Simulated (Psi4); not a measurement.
**C2H6FIn (SMILES C[CH](F)[InH2]) at CCSD/def2-SVP (core potential)**

Aim: the energy change on altering one bond length of C2H6FIn at CCSD/def2-SVP (core potential), from 2 runs. 

The results are computed with Psi4 1.11.

## Step 1: The system as given

C2H6FIn: 10 atoms, total charge 0, spin state singlet. SMILES: `C[CH](F)[InH2]`. The coordinates come from a PBE0-D4/def2-TZVP relaxation.

Bond lengths: C1–C2 1.503 Å, C2–F3 1.414 Å, C2–In4 2.197 Å, C1–H5 1.095 Å, C1–H6 1.092 Å, C1–H7 1.094 Å, C2–H8 1.094 Å, In4–H9 1.729 Å, In4–H10 1.726 Å. Some angles: C1–C2–F3 108.7°, C1–C2–In4 116.7°, F3–C2–In4 102.3°, C1–C2–H8 110.5°, F3–C2–H8 105.8°, In4–C2–H8 111.9°, C2–C1–H5 111.0°, C2–C1–H6 111.9°, C2–C1–H7 109.8°, C2–In4–H9 117.1°.

## Step 2: A single-point energy at CCSD/def2-SVP (core potential)

The input, job.dat:

```
memory 1600 MB

molecule {
  0 1
  C
  C 1 R2
  F 2 R3 1 A3
  In 2 R4 3 A4 1 D4
  H 1 R5 2 A5 3 D5
  H 1 R6 5 A6 2 D6
  H 1 R7 6 A7 5 D7
  H 2 R8 3 A8 1 D8
  H 4 R9 2 A9 8 D9
  H 4 R10 9 A10 2 D10

  R2 = 1.503375
  R3 = 1.414339
  A3 = 108.74333
  R4 = 2.197283
  A4 = 102.31194
  D4 = -123.98645
  R5 = 1.09541
  A5 = 111.03692
  D5 = 56.86693
  R6 = 1.092336
  A6 = 108.25787
  D6 = 123.16679
  R7 = 1.094472
  A7 = 107.93158
  D7 = -116.49844
  R8 = 1.093512
  A8 = 105.81266
  D8 = 118.73713
  R9 = 1.728957
  A9 = 117.0743
  D9 = -165.4866
  R10 = 1.726239
  A10 = 121.68251
  D10 = 176.30798
  symmetry c1
  no_reorient
  no_com
}

set {
  basis def2-SVP
  reference rhf
  puream true
  e_convergence 1e-09
  d_convergence 1e-08
  scf_type pk
  num_frozen_docc 7
}

energy('ccsd')
print_variables()
```

Command:

```sh
$ psi4 -n 1 job.dat job.out
```

job.out:

```text
[...]
    !!!  WARNING: ECP capability is in beta. Please check occupations closely.  !!!
[...]
  Running in c1 symmetry.
[...]
  Nuclear repulsion =  190.900280528196447
[...]
  Multiplicity = 1
[...]
  Nalpha       = 24
  Nbeta        = 24
[...]
    Number of basis functions: 98
[...]
   @RHF iter   1:  -367.59780370214673   -1.58688e+00   3.71495e-03 DIIS/ADIIS
[...]
   @RHF iter  11:  -367.67853979096731   -1.90425e-11   9.36223e-09 DIIS
[...]
    Orbital Energies [Eh]
    ---------------------
    Doubly Occupied:
       1A    -26.252719     2A    -11.291141     3A    -11.230401
       4A     -5.386390     5A     -3.647998     6A     -3.638024
       7A     -3.637854     8A     -1.540257     9A     -1.040013
      10A     -1.029865    11A     -1.028531    12A     -1.027835
      13A     -1.024239    14A     -1.000689    15A     -0.823825
      16A     -0.684625    17A     -0.666752    18A     -0.635156
      19A     -0.572481    20A     -0.545862    21A     -0.530701
      22A     -0.500727    23A     -0.406824    24A     -0.365933
[...]
  @RHF Final Energy:  -367.67853979096731
   => Energetics <=
    Nuclear Repulsion Energy =            190.9002805281964470
    One-Electron Energy =                -960.1399520901466076
    Two-Electron Energy =                 401.5611317709829109
    Total Energy =                       -367.6785397909673065
[...]
 Multipole Moments:
 ------------------------------------------------------------------------------------
     Multipole            Electronic (a.u.)      Nuclear  (a.u.)        Total (a.u.)
 ------------------------------------------------------------------------------------
 L = 1.  Multiply by 2.5417464519 to convert [e a0] to [Debye]
 Dipole X            :         37.0833515          -37.1523744           -0.0690228
 Dipole Y            :         25.7357857          -24.9673902            0.7683955
 Dipole Z            :         30.7742549          -31.0815097           -0.3072548
 Magnitude           :                                                    0.8304224
[...]
      * MP2 total energy                      = -368.240726581272895
[...]
      * CCSD total energy                     = -368.287268330340567
[...]
```

It took 96 s on 1 thread of AMD EPYC, shared host; peak memory 0.74 GiB.

## Step 3: The distorted shape

The input, input.inp:

```
memory 1.6 GB

molecule {
  0 1
  C     -1.43712349     3.99204266    -2.16398586
  C      1.19770842     0.34015070     0.25927042
  F      1.64443967     1.12835547     2.77374001
  In    -0.72792250    -3.29851695     0.80086593
  H     -0.43160022     5.80032159    -2.10030209
  H     -3.31003105     4.26416322    -1.33987629
  H     -1.68486658     3.47369078    -4.15084390
  H      3.06362399     0.10412391    -0.59677551
  H     -3.93044137    -3.20535345     1.44129412
  H      0.93182395    -6.10664997     0.76836264
  units au
  symmetry c1
  no_reorient
  no_com
}

set puream true
set e_convergence 1e-09
set d_convergence 1e-08
set scf_type pk
set num_frozen_docc 7

energy_value, wavefunction = energy("ccsd/def2-SVP", return_wfn=True)
print_variables()
```

Command:

```sh
$ psi4 -i input.inp -o input.out -n 1
```

input.out:

```text
[...]
    !!!  WARNING: ECP capability is in beta. Please check occupations closely.  !!!
[...]
  Running in c1 symmetry.
[...]
  Nuclear repulsion =  170.423875470592520
[...]
  Multiplicity = 1
[...]
  Nalpha       = 24
  Nbeta        = 24
[...]
    Number of basis functions: 98
[...]
   @RHF iter   1:  -367.42260861014864   -2.22770e+00   3.55461e-03 ADIIS/DIIS
[...]
   @RHF iter  13:  -367.49856770064173   -5.28644e-12   4.51748e-09 DIIS
[...]
    Orbital Energies [Eh]
    ---------------------
    Doubly Occupied:
       1A    -26.276385     2A    -11.349715     3A    -11.271520
       4A     -5.395523     5A     -3.657132     6A     -3.647714
       7A     -3.646778     8A     -1.555546     9A     -1.045957
      10A     -1.038277    11A     -1.036479    12A     -1.035071
      13A     -1.033423    14A     -0.903102    15A     -0.867814
      16A     -0.687667    17A     -0.661905    18A     -0.629813
      19A     -0.552032    20A     -0.550633    21A     -0.542513
      22A     -0.428457    23A     -0.404872    24A     -0.300160
[...]
  @RHF Final Energy:  -367.49856770064173
   => Energetics <=
    Nuclear Repulsion Energy =            170.4238754705925203
    One-Electron Energy =                -918.8079105356700893
    Two-Electron Energy =                 380.8854673644358400
    Total Energy =                       -367.4985677006417291
[...]
 Multipole Moments:
 ------------------------------------------------------------------------------------
     Multipole            Electronic (a.u.)      Nuclear  (a.u.)        Total (a.u.)
 ------------------------------------------------------------------------------------
 L = 1.  Multiply by 2.5417464519 to convert [e a0] to [Debye]
 Dipole X            :          7.2538057           -7.2843972           -0.0305915
 Dipole Y            :         28.3319933          -28.7902005           -0.4582072
 Dipole Z            :        -25.0348629           24.3754109           -0.6594520
 Magnitude           :                                                    0.8035960
[...]
      * MP2 total energy                      = -368.083978778962205
[...]
      * CCSD total energy                     = -368.136653600544832
[...]
```

Wall time 1.7 min (1 thread of AMD EPYC, shared host); peak memory 0.74 GiB.

## Step 4: What came out

Level: CCSD/def2-SVP (core potential), 7 core orbitals frozen.

| quantity | value |
| --- | --- |
| first shape: total energy | -368.28727 Eh |
| first shape: HOMO energy (Hartree–Fock orbitals) | -9.96 eV |
| first shape: LUMO energy (Hartree–Fock orbitals) | 0.81 eV |
| first shape: HOMO–LUMO gap (Hartree–Fock orbitals) | 10.76 eV |
| first shape: correlation energy (7 core orbitals frozen) | -608.7 mEh |
| first shape: T1 diagnostic | 0.011 |
| distorted shape: total energy | -368.13665 Eh |
| distorted shape: HOMO energy (Hartree–Fock orbitals) | -8.17 eV |
| distorted shape: LUMO energy (Hartree–Fock orbitals) | 0.68 eV |
| distorted shape: HOMO–LUMO gap (Hartree–Fock orbitals) | 8.85 eV |
| distorted shape: correlation energy (7 core orbitals frozen) | -638.1 mEh |
| distorted shape: T1 diagnostic | 0.016 |
| energy change with the C1–C2 bond stretched from 1.503 to 2.706 Å | 4.098 eV |

**Reading.** With the C1–C2 bond stretched from 1.503 to 2.706 Å the energy rises by 4.10 eV (395 kJ/mol). The first shape isn't relaxed at this level, so the change isn't measured from a minimum.
